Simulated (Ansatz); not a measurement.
# BFGaH₆NSi: basis-set convergence

An exercise on one series of results from a longer session: the logs are not shown, and one member is left open.

Program: Ansatz 0.2.0, Gaussian basis. Level of theory: one geometry, several basis sets. These are calculated values, not measurements.

Plan: PBE0-D4/def2-SVP; ωB97M-V/def2-SVP; PBE0-D4/def2-QZVPP; ωB97M-V/def2-QZVPP; the functionals' def2-TZVPP values are taken from earlier runs.

### The relaxed structure

An earlier PBE0-D4 in a triple-zeta def2 set relaxation fixed the geometry.

SMILES `N[SiH]([GaH2])BF`, 11 atoms, charge 0, spin multiplicity 1.

Atoms are counted from 1 here; the program's logs count them from 0.

Bond lengths: N1–Si2 1.726 Å, N1–H6 1.006 Å, N1–H7 1.007 Å, Si2–Ga3 2.414 Å, Si2–B4 2.017 Å, Si2–H8 1.507 Å, Ga3–H9 1.577 Å, Ga3–H10 1.573 Å, B4–F5 1.325 Å, B4–H11 1.205 Å. Angles: Si2–N1–H6 120.7°, Si2–N1–H7 120.5°, H6–N1–H7 111.1°, N1–Si2–Ga3 110.3°, N1–Si2–B4 112.9°, N1–Si2–H8 116.1°, Ga3–Si2–B4 108.4°, Ga3–Si2–H8 104.0°, B4–Si2–H8 104.6°, Si2–Ga3–H9 120.5°, Si2–Ga3–H10 121.6°, H9–Ga3–H10 117.9°, Si2–B4–F5 122.0°, Si2–B4–H11 121.7°, F5–B4–H11 116.2°.

Set-up of the first run:

The input, in.yaml:

```yaml
crystal:
  periodic: [false, false, false]
  atoms:
    - {symbol: N, position_ang: [-0.680094, 1.663557, 0.349493]}
    - {symbol: Si, position_ang: [0.145848, 0.333562, -0.377121]}
    - {symbol: Ga, position_ang: [1.428690, -0.861857, 1.281870]}
    - {symbol: B, position_ang: [-1.102334, -0.969976, -1.276639]}
    - {symbol: F, position_ang: [-2.417975, -0.888014, -1.143977]}
    - {symbol: H, position_ang: [-0.217807, 2.245991, 1.027737]}
    - {symbol: H, position_ang: [-1.365198, 2.186904, -0.171382]}
    - {symbol: H, position_ang: [1.158604, 0.682578, -1.437587]}
    - {symbol: H, position_ang: [1.686544, -0.228664, 2.702798]}
    - {symbol: H, position_ang: [2.053961, -2.273612, 0.980646]}
    - {symbol: H, position_ang: [-0.690219, -1.890470, -1.935839]}
basis:
  gaussian: {orbitals: def2-SVP}
hamiltonian: {xc: pbe0, dispersion: d4}
output: {orbitals: {seedname: orbitals}}
```

On the command line:

```
ansatz run in.yaml --threads 4 --pin off --events-out ev --progress --plain --max-ram 10444MiB
```

Steps of the session up to this table: PBE0-D4 in def2-SVP; ωB97M-V in def2-SVP; PBE0-D4 in def2-QZVPP; ωB97M-V in def2-QZVPP.

One table of the session follows, with a row left open; its other results are not shown here.

It belongs to the step «Functionals by basis». 

| functional | basis | HOMO (eV) | LUMO (eV) |
| --- | --- | --- | --- |
| PBE0-D4 | def2-SVP | -6.93 | -2.08 |
| PBE0-D4 | def2-TZVPP | -7.09 | -2.15 |
| PBE0-D4 | def2-QZVPP | ? | ? |
| ωB97M-V | def2-SVP | -9.00 | -0.30 |
| ωB97M-V | def2-TZVPP | -9.12 | -0.40 |
| ωB97M-V | def2-QZVPP | -9.14 | -0.49 |

Q: Estimate the row for PBE0-D4, def2-QZVPP from the others.

As computed: HOMO (eV): -7.12; LUMO (eV): -2.17. In the column «HOMO (eV)» it lies between ωB97M-V, def2-SVP (-9.00) and PBE0-D4, def2-TZVPP (-7.09).
